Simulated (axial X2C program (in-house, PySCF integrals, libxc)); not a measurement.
**Linear AsCO at several levels**

How do method and spin–orbit coupling move the bonds and stretches of AsCO, held linear?

Program: an in-house X2C program for linear molecules on PySCF integrals. Level of theory: all-electron X2C, two-component (2c) or spin-free, As dyall-v3z, C dyall-v3z, O dyall-av3z. These are calculated values, not measurements.

All values are calculated.

2 further runs of the same task are left out: 2 set aside as unsound or not needed.

### Step 1. Set-up

File task.json:

```json
{
 "zs": [
  33,
  6,
  8
 ],
 "q": 0,
 "bas": [
  "dyall-v3z",
  "dyall-v3z",
  "dyall-av3z"
 ],
 "r0": [
  1.91,
  1.15
 ],
 "symm": 0,
 "scan": [
  "PBE0",
  "HF",
  "BHandHLYP"
 ],
 "levels": [
  "PBE0",
  "HF",
  "B3LYP"
 ],
 "nst": 2
}
```

Keys: zs atomic numbers; q charge; bas basis sets; r0 starting distance in Å; symm equal bonds; scan levels of the two-bond scan; levels methods; nst determinants followed.

Started as:

```bash
python solin.py task.json out
```

Masses As 74.922, C 12.000, O 15.995 u.

### Step 2. Scan at PBE0, 2c

State: Ω = 3/2 (beyond evenly filled blocks: ω = 3/2). Energies above the lowest point, from the job's result record:

| r(As–C) (Å) | r(C–O) (Å) | E (meV) |
| --- | --- | --- |
| 1.7413 | 1.1251 | 81.34 |
| 1.7413 | 1.1540 | 31.17 |
| 1.7413 | 1.1828 | 66.49 |
| 1.7860 | 1.1251 | 41.23 |
| 1.7860 | 1.1540 | 0.00 |
| 1.7860 | 1.1828 | 44.02 |
| 1.7860 | 1.2117 | 157.54 |
| 1.8306 | 1.1251 | 51.00 |
| 1.8306 | 1.1540 | 18.17 |
| 1.8306 | 1.1828 | 70.32 |
| 1.8753 | 1.1540 | 74.48 |
| 1.8753 | 1.2117 | 263.24 |

A quadratic surface with cubic terms in each bond gives the minimum at 1.791 and 1.152 Å, force constants 3.85, 16.5 and coupling 1.01 mdyn/Å.

### Step 3. Scan at HF, 2c

State: Ω = 3/2 (beyond evenly filled blocks: ω = 3/2). Energies above the lowest point, from the job's result record:

| r(As–C) (Å) | r(C–O) (Å) | E (meV) |
| --- | --- | --- |
| 1.7413 | 1.1251 | 87.68 |
| 1.7413 | 1.1540 | 137.17 |
| 1.7413 | 1.1828 | 266.60 |
| 1.7860 | 1.1251 | 20.39 |
| 1.7860 | 1.1540 | 82.79 |
| 1.7860 | 1.1828 | 225.41 |
| 1.7860 | 1.2117 | 429.98 |
| 1.8306 | 1.1251 | 0.00 |
| 1.8306 | 1.1540 | 74.31 |
| 1.8306 | 1.1828 | 229.03 |
| 1.8753 | 1.1540 | 99.93 |
| 1.8753 | 1.2117 | 494.93 |

A quadratic surface with cubic terms in each bond gives the minimum at 1.838 and 1.117 Å, force constants 2.54, 20.1 and coupling 1.52 mdyn/Å.

### Step 4. Scan at BHandHLYP, 2c

State: Ω = 3/2 (beyond evenly filled blocks: ω = 3/2). Energies above the lowest point, from the job's result record:

| r(As–C) (Å) | r(C–O) (Å) | E (meV) |
| --- | --- | --- |
| 1.7413 | 1.1251 | 43.37 |
| 1.7413 | 1.1540 | 39.49 |
| 1.7413 | 1.1828 | 118.83 |
| 1.7860 | 1.1251 | 0.00 |
| 1.7860 | 1.1540 | 6.63 |
| 1.7860 | 1.1828 | 96.32 |
| 1.7860 | 1.2117 | 253.50 |
| 1.8306 | 1.1251 | 4.50 |
| 1.8306 | 1.1540 | 20.96 |
| 1.8306 | 1.1828 | 120.30 |
| 1.8753 | 1.1540 | 71.10 |
| 1.8753 | 1.2117 | 355.19 |

A quadratic surface with cubic terms in each bond gives the minimum at 1.799 and 1.136 Å, force constants 3.5, 17.8 and coupling 1.20 mdyn/Å.

### Step 5. Comparison

| level | r(As–C) (Å) | r(C–O) (Å) | lower stretch (cm⁻¹) | upper stretch (cm⁻¹) |
| --- | --- | --- | --- | --- |
| PBE0, 2c | 1.791 | 1.152 | 559.2 | 2030.5 |
| HF, 2c | 1.838 | 1.117 | 460.1 | 2179.2 |
| BHandHLYP, 2c | 1.799 | 1.136 | 536.8 | 2087.1 |
| PBE0, spin-free | 1.790 | 1.153 | 560.8 | 2029.3 |
| HF, spin-free | 1.835 | 1.117 | 468.7 | 2180.4 |
| BHandHLYP, spin-free | 1.798 | 1.137 | 539.0 | 2086.1 |

Scans not shown above were run alike.

**Reading.** Over the levels the As–C bond spans 1.790 to 1.838 Å and the C–O bond 1.117 to 1.153 Å. At PBE0 going from spin-free to two-component moves the bonds by +0.001 and -0.000 Å. Each state is one determinant, the lowest of a limited PBE0 search; the stretches come from a fit to few points and are good to some per cent at best. The lower stretch spreads by more than a fifth over the levels, so it depends strongly on the method. The molecule was held linear; bending was not examined, so a bent shape may lie lower. Note: functional without a current term on a determinant with orbital currents, of the molecule or an atom.
